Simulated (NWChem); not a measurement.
# CH5AlOS (SMILES [CH3][Al]([OH])[SH]) at MP2/6-31++G(d,p) (Cartesian functions)

Aim: the vertical ionisation energy of CH5AlOS at MP2/6-31++G** (Cartesian functions), from 2 runs. 

The calculation is run with NWChem 7.3.0.

5 further runs of the same task are left out: 1 that didn't finish, 4 set aside as unsound or not needed.

## (1) The molecule

The species is CH5AlOS (9 atoms), meant as a singlet with charge 0. SMILES: `[CH3][Al]([OH])[SH]`. The shape is that of a PBE0-D4/def2-TZVP optimisation. This is one conformer, not always the lowest.

Bond lengths: C1–Al2 1.937 Å, Al2–O3 1.694 Å, Al2–S4 2.192 Å, C1–H5 1.094 Å, C1–H6 1.094 Å, C1–H7 1.092 Å, O3–H8 0.955 Å, S4–H9 1.344 Å. Some angles: C1–Al2–O3 119.7°, C1–Al2–S4 123.0°, O3–Al2–S4 117.4°, Al2–C1–H5 111.2°, Al2–C1–H6 111.3°, Al2–C1–H7 111.0°, Al2–O3–H8 124.5°, Al2–S4–H9 92.9°, H5–C1–H6 107.0°, H5–C1–H7 108.1°.

## (2) The energy at MP2/6-31++G(d,p) (Cartesian functions)

The input, run.nw:

```
start run
memory total 2200 mb

geometry
  zmatrix
    C
    Al 1 r2
    O 2 r3 1 a3
    S 2 r4 3 a4 1 d4
    H 1 r5 2 a5 3 d5
    H 1 r6 5 a6 2 d6
    H 1 r7 5 a7 6 d7
    H 3 r8 2 a8 1 d8
    H 4 r9 2 a9 3 d9
  variables
    r2 1.937127
    r3 1.693565
    a3 119.66681
    r4 2.192116
    a4 117.36571
    d4 179.97005
    r5 1.093763
    a5 111.23238
    d5 119.73856
    r6 1.09382
    a6 107.02772
    d6 -121.7421
    r7 1.092231
    a7 108.0804
    d7 -116.21667
    r8 0.955239
    a8 124.51672
    d8 -179.95648
    r9 1.34394
    a9 92.9421
    d9 179.99212
  end
end

basis
  * library 6-31++G**
end

scf
  maxiter 60
  direct
end

mp2
  freeze core 12
end

task mp2
```

Started as:

```sh
$ nwchem run.nw > run.out
```

The log of the run:

```text
[...]
  functions       =   114
[...]
  wavefunction    = RHF
[...]
         Total SCF energy =   -755.185882250265
      One-electron energy =  -1436.157059972868
      Two-electron energy =    484.667071198097
 Nuclear repulsion energy =    196.304106524506
        Time for solution =     19.5s
[...]
          Total MP2 energy          -755.710975471651
[...]
```

Wall time 24 s (1 thread of Intel Xeon 6975P-C (Granite Rapids), shared host); peak memory 0.36 GiB.

## (3) The doublet cation at the same level

The input, calc.xyz:

```xyz
9
CH5AlOS mp2
C     -0.068100     0.820400    -1.117800
Al     0.233100    -0.407800     0.349600
O      1.608100    -1.396500     0.346400
S     -1.137500    -0.593400     2.050300
H     -1.009200     0.601800    -1.630500
H     -0.128400     1.853800    -0.764400
H      0.739400     0.759000    -1.850700
H      1.824100    -2.025500     1.032100
H     -1.973200     0.342000     1.567800
```

The input, run.py:

```python
from ase.io import read
from ase.calculators.nwchem import NWChem

system = read('calc.xyz')

calc = NWChem(
    label='calc',
    theory='mp2',
    memory='2200 mb',
    basis='6-31++G**',
    charge=1,
    scf={'nopen': '1', 'uhf': None, 'maxiter': '80', 'direct': None},
    mp2={'freeze': 'core 12'},
    task='energy',
)
system.calc = calc

print("Total energy (eV):", round(system.get_potential_energy(), 6))
```

Started as:

```sh
$ export ASE_NWCHEM_COMMAND="nwchem PREFIX.nwi > PREFIX.nwo"
$ python run.py
```

The log of the run:

```text
Total energy (eV): -20554.262129
```

The calculator wrote calc.nwi:

```
title "calc"

permanent_dir calc

scratch_dir calc

start calc

geometry units angstrom nocenter noautosym noautoz
  C  -6.8099999999999994e-02 8.2040000000000002e-01 -1.1177999999999999e+00
  Al 2.3310000000000000e-01 -4.0780000000000000e-01 3.4960000000000002e-01
  O  1.6081000000000001e+00 -1.3965000000000001e+00 3.4639999999999999e-01
  S  -1.1375000000000000e+00 -5.9340000000000004e-01 2.0503000000000000e+00
  H  -1.0092000000000001e+00 6.0180000000000000e-01 -1.6305000000000001e+00
  H  -1.2839999999999999e-01 1.8537999999999999e+00 -7.6439999999999997e-01
  H  7.3939999999999995e-01 7.5900000000000001e-01 -1.8507000000000000e+00
  H  1.8241000000000001e+00 -2.0255000000000001e+00 1.0321000000000000e+00
  H  -1.9732000000000001e+00 3.4200000000000003e-01 1.5678000000000001e+00
end

charge 1

memory 2200 mb

basis noprint
   * library 6-31++G**
end

scf
  nopen 1
  uhf
  maxiter 80
  direct
end
mp2
  freeze core 12
end

task mp2 energy
```

calc.nwo:

```text
Northwest Computational Chemistry Package (NWChem) 7.3.0
             --------------------------------------------------------

           Job information
           ---------------

    nwchem branch   = 7.3.0
    use scalapack   = T
    input           = calc.nwi
    prefix          = calc.
    data base       = calc/calc.db
    status          = startup
    nproc           =        1

           Memory information
           ------------------

    heap     =     72089598 doubles =      550.0 Mbytes
    stack    =     72089595 doubles =      550.0 Mbytes
    global   =    144179200 doubles =     1100.0 Mbytes (distinct from heap & stack)
    total    =    288358393 doubles =     2200.0 Mbytes
    verify   = yes
    hardfail = no

           Directory information
           ---------------------

  0 permanent = calc
  0 scratch   = calc

[... 33 lines left out ...]
            Nuclear Dipole moment (a.u.)
[... 89 lines left out ...]
 1-e energy   =   -1402.039467
[... 7 lines left out ...]
         Quadratically convergent UHF
[... 14 lines left out ...]
       Final UHF  results
[... 3 lines left out ...]
      One electron energy =  -1425.026790984410
[... 1 line left out ...]
 Nuclear repulsion energy =    196.304115745832
[... 46 lines left out ...]
          Final beta eigenvalues
[... 416 lines left out ...]
                     UHF Final Beta Molecular Orbital Analysis
[... 482 lines left out ...]
 Semi-direct pass number   1 of   1  for UHF beta        at       35.6s
 Done moints_semi at       38.7s
 Done maket at       38.9s
 Done multipass loop at       38.9s

          -------------------------------------------
          SCF energy                -754.856355226208
          Correlation energy          -0.498851995677
          Singlet pairs                0.000000000000
          Triplet pairs                0.000000000000
          Total MP2 energy          -755.355207221884
          -------------------------------------------

          ---------------------------------------------------
                    Spin Component Scaled (SCS) MP2
          Same spin pairs                     -0.118200981750
          Same spin scaling factor             0.333333333333
          Opposite spin pairs                 -0.380651013927
          Opposite spin scaling fact.          1.200000000000
          SCS-MP2 correlation energy          -0.496181543962
          Total SCS-MP2 energy              -755.352536770170
          ---------------------------------------------------

 -----------------------
 Task  times  cpu:       38.9s     wall:       38.9s
 Total times  cpu:       38.9s     wall:       38.9s
```

Wall time 40 s (1 thread of Intel Xeon 6975P-C (Granite Rapids), shared host); peak memory 0.36 GiB.

## (4) What came out

Level: MP2/6-31++G** (Cartesian functions), 12 core orbitals frozen.

| quantity | value |
| --- | --- |
| singlet CH5AlOS: total energy | -755.71098 Eh |
| singlet CH5AlOS: HOMO energy (Hartree–Fock orbitals) | -10.41 eV |
| singlet CH5AlOS: LUMO energy (Hartree–Fock orbitals) | 0.90 eV |
| singlet CH5AlOS: HOMO–LUMO gap (Hartree–Fock orbitals) | 11.31 eV |
| singlet CH5AlOS: correlation energy (12 core orbitals frozen) | -525.1 mEh |
| doublet cation: total energy | -755.35521 Eh |
| doublet cation: HOMO energy (Hartree–Fock orbitals) (highest over α and β) | -16.52 eV |
| doublet cation: LUMO energy (Hartree–Fock orbitals) (lowest over α and β) | -7.76 eV |
| doublet cation: correlation energy (12 core orbitals frozen) | -498.9 mEh |
| doublet cation: ⟨S²⟩ of the reference determinant | 0.760 |
| vertical ionisation energy (to the doublet cation) | 9.681 eV |

Removing an electron at fixed nuclei costs 9.68 eV (934 kJ/mol). Mulliken charges (singlet CH5AlOS) run from -0.71 on C1 to +0.85 on Al2; in a basis this large or diffuse they mean little. Mulliken charges (doublet cation) run from -0.66 on C1 to +0.80 on Al2; in a basis this large or diffuse they mean little.
